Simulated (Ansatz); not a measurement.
**CH6BNO2 (SMILES OBNCO) at RPA@PBE0/def2-SVP**

Aim: the vertical singlet–triplet gap of CH6BNO2 at RPA@PBE0/def2-SVP, from 2 runs. 

The results are computed with Ansatz 0.2.0.

112 further runs of the same task are left out: 112 set aside as unsound or not needed.

## 1. The structure to begin with

CH6BNO2: 11 atoms, total charge 0, spin state singlet. As SMILES, `OBNCO`. Geometry: relaxed at PBE0-D4/def2-TZVP. This is a higher conformer, about 10 kJ/mol above the lowest found by a separate search.

Bond lengths: O1–B2 1.362 Å, B2–N3 1.416 Å, N3–C4 1.423 Å, C4–O5 1.424 Å, O1–H6 0.965 Å, B2–H7 1.197 Å, N3–H8 1.004 Å, C4–H9 1.100 Å, C4–H10 1.096 Å, O5–H11 0.962 Å. Some angles: O1–B2–N3 121.8°, B2–N3–C4 124.5°, N3–C4–O5 109.1°, O1–B2–H7 118.8°, N3–B2–H7 119.3°, B2–O1–H6 111.4°, B2–N3–H8 119.6°, C4–N3–H8 115.8°, N3–C4–H9 110.6°, N3–C4–H10 109.5°.

## 2. The energy at RPA@PBE0/def2-SVP

Input file molecule.yaml:

```yaml
crystal:
  periodic: [false, false, false]
  atoms:
    - {symbol: O, position_ang: [-0.365300, 1.867300, 0.524000]}
    - {symbol: B, position_ang: [-0.151000, 0.776300, 1.310700]}
    - {symbol: N, position_ang: [0.041300, -0.514500, 0.761600]}
    - {symbol: C, position_ang: [-0.074500, -0.827100, -0.621300]}
    - {symbol: O, position_ang: [0.833500, -0.016400, -1.360600]}
    - {symbol: H, position_ang: [-0.145900, 1.684700, -0.397300]}
    - {symbol: H, position_ang: [-0.135500, 0.915900, 2.499600]}
    - {symbol: H, position_ang: [0.344000, -1.265700, 1.354800]}
    - {symbol: H, position_ang: [-1.095800, -0.629000, -0.978300]}
    - {symbol: H, position_ang: [0.142100, -1.890000, -0.774600]}
    - {symbol: H, position_ang: [0.672700, -0.158500, -2.298200]}
basis:
  gaussian:
    orbitals: def2-SVP
accuracy: high
hamiltonian:
  xc: pbe0
correlation:
  method: rpa
  frozen_orbitals: {B: 1, C: 1, H: 0, "N": 1, O: 1}
```

Command:

```bash
$ ansatz run molecule.yaml --threads 1 --pin off --max-ram 3480MiB --events-out events.jsonl --progress --plain --runs-dir runs
```

The program printed:

```text
Warning: RAYON_NUM_THREADS=1 ignored (pool sized by the plan → 1); use --threads N
Functional definition: PBE0
  name "PBE0"
  parameter a = 0.25
  parameter kappa = 0.804
  parameter beta = 0.06672455060314922
  exchange = (1 - a)*pbe_x(kappa = kappa, mu = beta*pi^2/3) + a*exact_x
  correlation = pbe_c(beta = beta)
2436 factors; integrals over basis functions are off by at most 3.5e-9 eV
mean field evaluation 1: about -7375.8483 eV, gradient 6.3e1 eV
mean field evaluation 2: about -7376.1355 eV, gradient 6.3e1 eV
mean field evaluation 4: about -7383.3626 eV, gradient 5.5e0 eV
mean field evaluation 8: about -7383.4369 eV, gradient 9.0e-1 eV
mean field evaluation 16: about -7383.4385 eV, gradient 1.9e-4 eV
mean field -7383.43846944 eV, -271.3363590775 hartree, gradient 7.1e-8 eV, S^2 0.000000; 0 other end points of the search recorded, 0 dependent functions left out
5 core orbitals not correlated: weight in the atoms' cores, before any rotation towards them, 1.000 or more for the frozen orbitals, at most 0.000 for the correlated occupied ones
reference -7349.12840572 eV, -270.0754874921 hartree; 15, 15 occupied and 80, 80 virtual orbitals, 2436 factors
Total energy: -7378.84933533 eV, -271.1677115098 hartree
```

Wall time 17 s (1 thread of Arm Neoverse V1, shared host); peak memory 0.41 GiB.

## 3. The triplet

Edit molecule.yaml of step 2 so:

```diff
@@ -20,2 +20,5 @@
   xc: pbe0
+magnetization:
+  spin_polarized: true
+  initial_magnetization: 2
 correlation:
```

Command:

```bash
$ ansatz run molecule.yaml --threads 1 --pin off --max-ram 3480MiB --events-out events.jsonl --progress --plain --runs-dir runs
```

The program printed (excerpt; [...] marks lines left out):

```text
Warning: RAYON_NUM_THREADS=1 ignored (pool sized by the plan → 1); use --threads N
[... 2 set-up lines as earlier in the session ...]
[...]
2436 factors; integrals over basis functions are off by at most 3.5e-9 eV
[...]
mean field -7376.88158250 eV, -271.0953979269 hartree, gradient 6.1e-8 eV, S^2 2.006429; 6 other end points of the search recorded, 0 dependent functions left out
5 core orbitals not correlated: weight in the atoms' cores, before any rotation towards them, 1.000 or more for the frozen orbitals, at most 0.000 for the correlated occupied ones
reference -7341.59933907 eV, -269.7987993960 hartree; 16, 14 occupied and 79, 81 virtual orbitals, 2436 factors
Total energy: -7371.88842528 eV, -270.9119027835 hartree
```

Wall time 56 s (1 thread of Arm Neoverse V1, shared host); peak memory 0.64 GiB.

## 4. What came out

Level: RPA@PBE0/def2-SVP, 5 core orbitals frozen.

| quantity | value |
| --- | --- |
| singlet: total energy | -271.16771 Eh |
| singlet: RPA correlation energy (valence) | -1092.2 mEh |
| triplet: total energy | -270.91190 Eh |
| triplet: RPA correlation energy (valence) | -1113.1 mEh |
| triplet: ⟨S²⟩ of the reference determinant | 2.006 |
| vertical energy of the triplet above the singlet | 6.961 eV |

In words: At this shape the triplet lies 6.96 eV (672 kJ/mol) above the singlet.
